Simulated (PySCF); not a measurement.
**HgF2: other functionals and bases at one geometry**

Aim: see how levels, charges and forces of HgF2 depend on the level of theory. It is a constructed species; whether it can be made isn't addressed.

Program: PySCF 2.14.0. Level of theory: several levels, as the steps say, no spin–orbit coupling. These are calculated values, not measurements.

1 further run of the same task is left out (for a known fault of the program).

**1. Where the work starts**

3 atoms, charge 0, spin multiplicity 1.

Bond lengths: Hg1–F2 1.917 Å, Hg1–F3 1.917 Å. Angles: F2–Hg1–F3 180.0°.

Geometry (Å):

| atom | x (Å) | y (Å) | z (Å) |
| --- | --- | --- | --- |
| Hg1 | 0.0000 | 0.0000 | 0.3648 |
| F2 | 1.9166 | 0.0000 | 0.3641 |
| F3 | -1.9166 | 0.0000 | 0.3641 |

Formal oxidation states: Hg +2. An earlier session relaxed this geometry at PBE0, Hg def2-SVP with ECP60, F def2-SVP (singlet, point group D∞h).

At PBE0 on the finer grid: E = -352.793320 Eh, HOMO -9.86 eV, LUMO -2.15 eV, Mulliken charge on Hg1 +0.87 e, largest force component 0.024 eV/Å. 

Levels to run: HF; PBE; PBE0, TZVP. Hardware: 2 threads of Arm Neoverse V1, shared host.

**2. HF**

run.py (the lines that set the calculation)

```python
mol = gto.M(atom='''
Hg     0.00000     0.00000     0.36479
F      1.91663     0.00000     0.36408
F     -1.91663     0.00000     0.36408''',
    basis={'Hg': 'def2-SVP', 'F': 'def2-SVP'},
    ecp={'Hg': 'def2-SVP'},
    charge=0, spin=0)
mf = scf.RHF(mol)
mf = mf.density_fit()  # fitting sets: Hg def2-universal-JKFIT, F def2-universal-JKFIT
mf.conv_tol = 1e-08; mf.max_cycle = 55
mf.kernel(dm0)  # dm0: the density of the relaxed state
```

Started as:

```sh
OMP_NUM_THREADS=2 python run.py
```

**3. PBE**

Edit run.py (the lines that set the calculation) of step 2 so:

```diff
@@ -7,3 +7,4 @@
     charge=0, spin=0)
-mf = scf.RHF(mol)
+mf = dft.RKS(mol, xc='PBE')
+mf.grids.atom_grid = (75, 302)
 mf = mf.density_fit()  # fitting sets: Hg def2-universal-JKFIT, F def2-universal-JKFIT
```

**4. PBE0, TZVP**

Basis: Hg def2-TZVP with ECP60, F def2-TZVP. 

run.py (the lines that set the calculation)

```python
mol = gto.M(atom='''
Hg     0.00000     0.00000     0.36479
F      1.91663     0.00000     0.36408
F     -1.91663     0.00000     0.36408''',
    basis={'Hg': 'def2-TZVP', 'F': 'def2-TZVP'},
    ecp={'Hg': 'def2-TZVP'},
    charge=0, spin=0)
mf = dft.RKS(mol, xc='PBE0')
mf.grids.atom_grid = (75, 302)
mf = mf.density_fit()  # fitting sets: Hg def2-universal-JKFIT, F def2-universal-JKFIT
mf.conv_tol = 1e-08; mf.max_cycle = 55
mf.kernel(dm0)  # dm0: free metal ions and neutral atoms
```

**Question.** What will these runs give? Wanted: for each run, HOMO; gap; charge on Hg1; dipole; largest force.

**Answer**, as computed:

| level | state | HOMO (eV) | gap (eV) | charge on Hg1 (e) | dipole (D) | largest force (eV/Å) | basis functions | time |
| --- | --- | --- | --- | --- | --- | --- | --- | --- |
| PBE0 (relaxed here) | singlet | -9.86 | 7.71 | 0.87 | 0.00 | 0.02 | 60 | 2.7 s |
| HF | singlet | -14.61 | 16.03 | 1.19 | 0.00 | 0.12 | 60 | 0.6 s |
| PBE | singlet | -7.85 | 4.69 | 0.74 | 0.00 | 0.49 | 60 | 1.3 s |
| PBE0, TZVP | singlet | -10.24 | 7.87 | 0.99 | 0.00 | 0.03 | 105 | 3.7 s |

Times are on 2 threads of Arm Neoverse V1, shared host; the first row also made further properties.

In one basis the HOMO–LUMO gap runs from 4.69 eV (PBE) to 16.03 eV (HF). The largest leftover force, 0.49 eV/Å with PBE, stands at a geometry relaxed at another level. The Mulliken charge on Hg spans +0.74 to +1.19 e over the levels. Total energies of different levels can't be compared. Spin–orbit coupling is left out throughout.
